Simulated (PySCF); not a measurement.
# RuO₂⁻: sextet, from a side-on start

Where does sextet RuO₂⁻ go from a side-on start, is the end point a minimum, and what are its modes, charges and moments?

Program: PySCF 2.14.0. Level of theory: PBE0, basis Ru def2-TZVPD with ECP28, O def2-TZVPD, scalar-relativistic core potentials, no spin–orbit coupling, density fitting. These are calculated values, not measurements.

### Step 1. Where the work starts

3 atoms, charge -1, spin multiplicity 6.

Bond lengths: Ru1–O2 1.918 Å, Ru1–O3 1.918 Å, O2–O3 1.400 Å. Angles: O2–Ru1–O3 42.8°, Ru1–O2–O3 68.6°, Ru1–O3–O2 68.6°.

Coordinates in bohr (charge -1 multiplicity 6):
```
Ru    0.0000    0.0000    0.0000
O     1.3228    0.0000    3.3737
O    -1.3228    0.0000    3.3737
```

### Step 2. The SCF at the typed geometry

The steps below are one call of a driver around PySCF. For each, scf.py gives the equivalent set-up of the SCF; relaxations use the driver's own optimiser. After this first run the driver tries any further starts and a stability analysis.

scf.py

```python
from pyscf import gto, scf, dft
mol = gto.M(atom='''
Ru     0.000000     0.000000     0.000000
O      0.700000     0.000000     1.785270
O     -0.700000     0.000000     1.785270''',
    basis={'Ru': 'def2-TZVPD', 'O': 'def2-TZVPD'},
    ecp={'Ru': 'def2-TZVPD'},
    charge=-1, spin=5)
mf = dft.UKS(mol, xc='PBE0')
mf.grids.atom_grid = (50, 194)
aux = {'Ru': 'def2-universal-JKFIT', 'O': 'def2-universal-JKFIT'}
mf = mf.density_fit(auxbasis=aux)
mf.conv_tol = 1e-08
mf.diis_space = 10
mf.max_cycle = 60
mf.init_guess = 'minao'
mf.verbose = 4
mf.kernel()
```

Started as:

```
$ OMP_NUM_THREADS=4 python axn.py task.json out
```

The program printed:

```text
init E= -237.429334780445
[... the frontier-level lines of each cycle are left out ...]
cycle= 1 E= -244.37793009309  delta_E= -6.95  |g|= 1.26  |ddm|= 3.44
cycle= 2 E= -235.015159861232  delta_E= 9.36  |g|= 2.96  |ddm|= 76.8
cycle= 3 E= -244.179821850941  delta_E= -9.16  |g|= 1.39  |ddm|= 76.6
cycle= 4 E= -244.481942475839  delta_E= -0.302  |g|= 1.12  |ddm|= 0.376
cycle= 5 E= -244.897246367233  delta_E= -0.415  |g|= 0.615  |ddm|= 0.613
cycle= 6 E= -245.089755227303  delta_E= -0.193  |g|= 0.14  |ddm|= 0.598
cycle= 7 E= -245.106449654391  delta_E= -0.0167  |g|= 0.0935  |ddm|= 0.269
cycle= 8 E= -245.108182835601  delta_E= -0.00173  |g|= 0.103  |ddm|= 0.104
cycle= 9 E= -245.111143165953  delta_E= -0.00296  |g|= 0.079  |ddm|= 0.0813
cycle= 10 E= -245.114772731246  delta_E= -0.00363  |g|= 0.0159  |ddm|= 0.216
cycle= 11 E= -245.114901112664  delta_E= -0.000128  |g|= 0.00339  |ddm|= 0.0217
cycle= 12 E= -245.11490920758  delta_E= -8.09e-06  |g|= 0.00112  |ddm|= 0.00549
cycle= 13 E= -245.114910650215  delta_E= -1.44e-06  |g|= 0.00032  |ddm|= 0.00273
cycle= 14 E= -245.114911045956  delta_E= -3.96e-07  |g|= 0.000172  |ddm|= 0.00138
cycle= 15 E= -245.114911281523  delta_E= -2.36e-07  |g|= 0.000119  |ddm|= 0.00122
cycle= 16 E= -245.114911490279  delta_E= -2.09e-07  |g|= 7.07e-05  |ddm|= 0.00181
cycle= 17 E= -245.114911579563  delta_E= -8.93e-08  |g|= 5.22e-05  |ddm|= 0.00183
cycle= 18 E= -245.114911586231  delta_E= -6.67e-09  |g|= 1.27e-05  |ddm|= 0.0005
Extra cycle  E= -245.114911585994  delta_E= 2.37e-10  |g|= 3.05e-05  |ddm|= 4.12e-05
converged SCF energy = -245.114911585994  <S^2> = 8.7599955  2S+1 = 6.0033309
```

This step, with its further starts and checks, took 12 s on 4 threads of Arm Neoverse V2, shared host.

Energies from each starting density:

| start | energy (Eh) |
| --- | --- |
| the minimal-basis guess | -245.114912 |
| a thermally smeared density | -245.114912 |
| a smeared PBE density | -245.114912 |

No lower solution of this spin turned up from the other starts or in the test of internal stability.

### Step 3. Relaxation: side-on start, sextet

The program finds C2v symmetry in the start, which this walk keeps.

Edit scf.py of step 2 so:

```diff
@@ -3,3 +3,3 @@
-Ru     0.000000     0.000000     0.000000
-O      0.700000     0.000000     1.785270
-O     -0.700000     0.000000     1.785270''',
+Ru     0.000000     0.000000    -0.426535
+O      0.700000    -0.000000     1.358736
+O     -0.700000     0.000000     1.358736''',
@@ -16 +15,0 @@
-mf.init_guess = 'minao'
```

The optimiser's trace:

| step | energy (Eh) | change (kJ/mol) | largest symmetric gradient (Eh/bohr) |
| --- | --- | --- | --- |
| 0 | -245.114912 | 0.00 | 0.04965 |
| 1 | -245.119218 | -11.31 | 0.01428 |
| 2 | -245.119635 | -12.40 | 0.00364 |
| 3 | -245.119676 | -12.51 | 0.00030 |
| 4 | -245.119676 | -12.51 | 0.00003 |

The walk took 8.3 s.

Positions (Å) and forces (eV/Å) along the way:

```
step 0
Ru   0.000   0.000  -0.427   0.000   0.000  -2.553
O    0.700   0.000   1.359   1.542   0.000   1.276
O   -0.700   0.000   1.359  -1.542   0.000   1.276
step 1
Ru   0.000   0.000  -0.462   0.000   0.000  -0.734
O    0.722   0.000   1.376   0.003   0.000   0.367
O   -0.722   0.000   1.376  -0.003   0.000   0.367
step 2
Ru   0.000   0.000  -0.478   0.000   0.000  -0.187
O    0.720   0.000   1.384  -0.065   0.000   0.094
O   -0.720   0.000   1.384   0.065   0.000   0.094
step 3
Ru   0.000   0.000  -0.484   0.000   0.000  -0.012
O    0.718   0.000   1.388  -0.016   0.000   0.006
O   -0.718   0.000   1.388   0.016   0.000   0.006
step 4
Ru   0.000   0.000  -0.485   0.000   0.000   0.001
O    0.717   0.000   1.388  -0.002   0.000  -0.001
O   -0.717   0.000   1.388   0.002   0.000  -0.001
```

End point (C2v, 4 steps, 12.5 kJ/mol gained): O–O 1.435 Å, Ru–O 2.005 Å (×2); O–O–Ru 69.0° (×2), O–Ru–O 41.9°.

### Step 4. Hessian and properties

On the finer grid the gradient is checked again; gradients at displacements of ±0.02 bohr then give force constants and infrared intensities.

Edit scf.py of step 3 so:

```diff
@@ -3,3 +3,3 @@
-Ru     0.000000     0.000000    -0.426535
-O      0.700000    -0.000000     1.358736
-O     -0.700000     0.000000     1.358736''',
+Ru     0.000000     0.000000    -0.447419
+O      0.717340    -0.000000     1.425263
+O     -0.717340     0.000000     1.425263''',
@@ -10 +10 @@
-mf.grids.atom_grid = (50, 194)
+mf.grids.atom_grid = (75, 302)
@@ -13 +13 @@
-mf.conv_tol = 1e-08
+mf.conv_tol = 1e-10
```

The driver hands on the density of the step before, so the log starts near convergence.

SCF at the final geometry:

```text
init E= -245.119626877242
[... the frontier-level lines of each cycle are left out ...]
cycle= 1 E= -245.119626877192  delta_E= 5.02e-11  |g|= 1.3e-05  |ddm|= 1.01e-05
cycle= 2 E= -245.11962687681  delta_E= 3.81e-10  |g|= 3.5e-05  |ddm|= 2.54e-05
cycle= 3 E= -245.119626877255  delta_E= -4.45e-10  |g|= 1.61e-06  |ddm|= 1.9e-05
cycle= 4 E= -245.119626877256  delta_E= -5.68e-13  |g|= 4.39e-07  |ddm|= 1.28e-06
Extra cycle  E= -245.119626877258  delta_E= -2.16e-12  |g|= 6.91e-07  |ddm|= 2.25e-06
converged SCF energy = -245.119626877258  <S^2> = 8.7593836  2S+1 = 6.0031271
```

The whole step took 26 s.

Geometry: C2v; O–O 1.435 Å, Ru–O 2.005 Å (×2); O–O–Ru 69.0° (×2), O–Ru–O 41.9°.

Harmonic modes (main isotopes):

```tsv
symmetry	ω (cm⁻¹)	IR (km/mol)
b2	382	52.9
a1	461	81.6
a1	917	175
```

All wavenumbers are real: a minimum.

Constants and moments:

```
Dipole moment about the centre of mass                          : 1.37 D
Highest occupied level                                          : -0.03 eV
Lowest empty level                                              : 2.58 eV
Rotational constants                                            : 1.024, 0.1974, 0.1655 cm⁻¹
Zero-point energy                                               : 10.5 kJ/mol
Principal polarisabilities                                      : 87.8, 88.4, 103.4 bohr³
Principal traceless quadrupole moments about the centre of mass : -12.90, 5.31, 7.59 D Å
Entropy at 298.15 K and 1 bar (electronic part: spin only)      : 285.0 J/(mol K)
Heat capacity Cp at 298.15 K                                    : 47.2 J/(mol K)
Enthalpy at 298.15 K above 0 K                                  : 11.58 kJ/mol
Rotational symmetry number                                      : 2
Spin squared ⟨S²⟩                                               : 8.759
```

Charges (e) and bond orders:

| atom | Mulliken | Löwdin | polar tensor | spin (Mulliken) | Mayer order to Ru1 |
| --- | --- | --- | --- | --- | --- |
| Ru1 | 0.00 | 0.29 | 0.08 | 4.52 | – |
| O2,3 | -0.50 | -0.65 | -0.54 | 0.24 | 0.50 |

Outer orbital energies (eV). α occupied: -4.72, -3.64, -2.99, -2.83, -2.24, -1.14, -0.22, -0.03; empty: 3.87, 3.90, 4.52, 5.39. β occupied: -23.91, -16.08, -6.26, -5.89, -5.30, -2.54, -0.84, -0.74; empty: 2.58, 3.18, 3.27, 3.76.

Mulliken populations on Ru1 (outside its core potential): s 3.12, p 6.39, d 6.48, f 0.01.

### Step 5. Summary of results

| quantity | value |
| --- | --- |
| minimum | sextet, C2v |
| geometry | O–O 1.435 Å, Ru–O 2.005 Å (×2); O–O–Ru 69.0° (×2), O–Ru–O 41.9° |
| wavenumbers (cm⁻¹) | 382 (b2), 461 (a1), 917 (a1) |
| dipole moment (centre of mass) | 1.37 D |
| highest occupied, lowest empty level (either spin) | -0.03, 2.58 eV |
| polar-tensor charge of Ru1 | +0.08 e |
| zero-point energy | 10.5 kJ/mol |
| entropy at 298.15 K | 285.0 J/(mol K) |
| ⟨S²⟩ | 8.759 |

What this shows: The molecule stays C2v, as typed, and the end point is a minimum. In the infrared the band at 917 cm⁻¹ (a1) leads. Most of the spin sits on Ru1 (Mulliken spin 4.52, against 5 for the whole molecule). Other starts or spin states, not run here, may lie lower. One determinant may miss the lowest occupation of an open d or f shell.

The search up to here took 47 s.
